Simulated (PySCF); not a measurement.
**SVWN5/cc-pVDZ run of CH5BN2 (SMILES NC1BN1)**

What is the energy change on altering one bond length of CH5BN2 at SVWN5/cc-pVDZ? The job is set up through a Python script.

The calculation is run with PySCF 2.14.0.

1 further run of the same task is left out (set aside as unsound or not needed).

### Step 1. The structure to begin with

CH5BN2: 9 atoms, total charge 0, spin state singlet. As SMILES, `NC1BN1`. Geometry: relaxed at PBE0-D4/def2-TZVP. This is one conformer, not always the lowest.

Bond lengths: N1–C2 1.431 Å, C2–B3 1.561 Å, C2–N4 1.467 Å, B3–N4 1.341 Å, N1–H5 1.010 Å, N1–H6 1.010 Å, C2–H7 1.092 Å, B3–H8 1.184 Å, N4–H9 1.004 Å. Some angles: N1–C2–B3 121.1°, N1–C2–N4 117.3°, B3–C2–N4 52.5°, C2–B3–N4 60.2°, C2–N4–B3 67.4°, N1–C2–H7 115.1°, B3–C2–H7 121.0°, N4–C2–H7 113.6°, C2–N1–H5 112.4°, C2–N1–H6 112.7°.

### Step 2. A single-point energy at SVWN5/cc-pVDZ

Input file calc.py:

```python
# NC1BN1
from pyscf import gto, dft

mol = gto.Mole()
mol.atom = '''
N      0.142900     1.194400    -0.640600
C     -0.364200    -0.077200    -0.222300
B      0.591200    -1.194100     0.303200
N     -0.130500    -0.469900     1.171500
H      0.784000     1.117400    -1.417000
H     -0.589900     1.842600    -0.892400
H     -1.366400    -0.317200    -0.582700
H      1.414200    -2.039000     0.194700
H     -0.392800    -0.103200     2.068300
'''
mol.max_memory = 1860
mol.basis = 'cc-pvdz'
mol.verbose = 3
mol.build()

ks = dft.RKS(mol, xc='svwn')
ks.conv_tol = 1e-10
ks.grids.level = 5
ks.kernel()
if not ks.converged:
    ks = ks.newton().run(ks.mo_coeff, ks.mo_occ)

e_final = ks.e_tot
print('Final energy', e_final)
```

Started as:

```bash
OMP_NUM_THREADS=1 python calc.py
```

Standard output:

```text
converged SCF energy = -173.883251815398
Final energy -173.88325181539827
```

It took 9.6 s on 1 thread of Intel Xeon at 2.70GHz, shared host; peak memory 0.26 GiB.

### Step 3. The distorted shape, same level

Input file input.py:

```python
from pyscf import gto, dft

molecule = gto.M(
    atom='''
N      0.362742     0.999938    -0.565059
C     -0.144358    -0.271662    -0.146759
B      0.811042    -1.388562     0.378741
N      0.089342    -0.664362     1.247041
H      1.003842     0.922938    -1.341459
H     -0.589900     1.842600    -0.892400
H     -1.146558    -0.511662    -0.507159
H      1.634042    -2.233462     0.270241
H     -0.172958    -0.297662     2.143841
''',
    basis='cc-pvdz',
    spin=0,
    charge=0,
    max_memory=1860,
    verbose=3,
)

mf = dft.RKS(molecule)
mf.xc = 'svwn'
mf.conv_tol = 1e-10
mf.grids.level = 5
mf.kernel()
if not mf.converged:
    mf = mf.newton().run(mf.mo_coeff, mf.mo_occ)

energy = mf.e_tot
print('E = %.10f Eh' % energy)
```

Started as:

```bash
OMP_NUM_THREADS=1 python input.py
```

Standard output:

```text
converged SCF energy = -173.847940711343
E = -173.8479407113 Eh
```

It took 9.9 s on 1 thread of Intel Xeon at 2.70GHz, shared host; peak memory 0.26 GiB.

### Step 4. What came out

At SVWN5/cc-pVDZ:

```
                                                         quantity          value
                                        first shape: total energy  -173.88325 Eh
                                       first shape: dipole moment         1.32 D
                                         first shape: HOMO energy       -5.14 eV
                                         first shape: LUMO energy       -0.60 eV
                                       first shape: HOMO–LUMO gap        4.55 eV
                                    distorted shape: total energy  -173.84794 Eh
                                   distorted shape: dipole moment         1.22 D
                                     distorted shape: HOMO energy       -5.07 eV
                                     distorted shape: LUMO energy       -0.87 eV
                                   distorted shape: HOMO–LUMO gap        4.20 eV
energy change with the N1–H6 bond stretched from 1.010 to 1.313 Å       0.961 eV
```

With the N1–H6 bond stretched from 1.010 to 1.313 Å the energy rises by 0.96 eV (22.2 kcal/mol). The first shape isn't relaxed at this level, so the change isn't measured from a minimum. Mulliken charges (first shape) run from -0.19 on B3 to +0.11 on H5; they depend strongly on the basis.
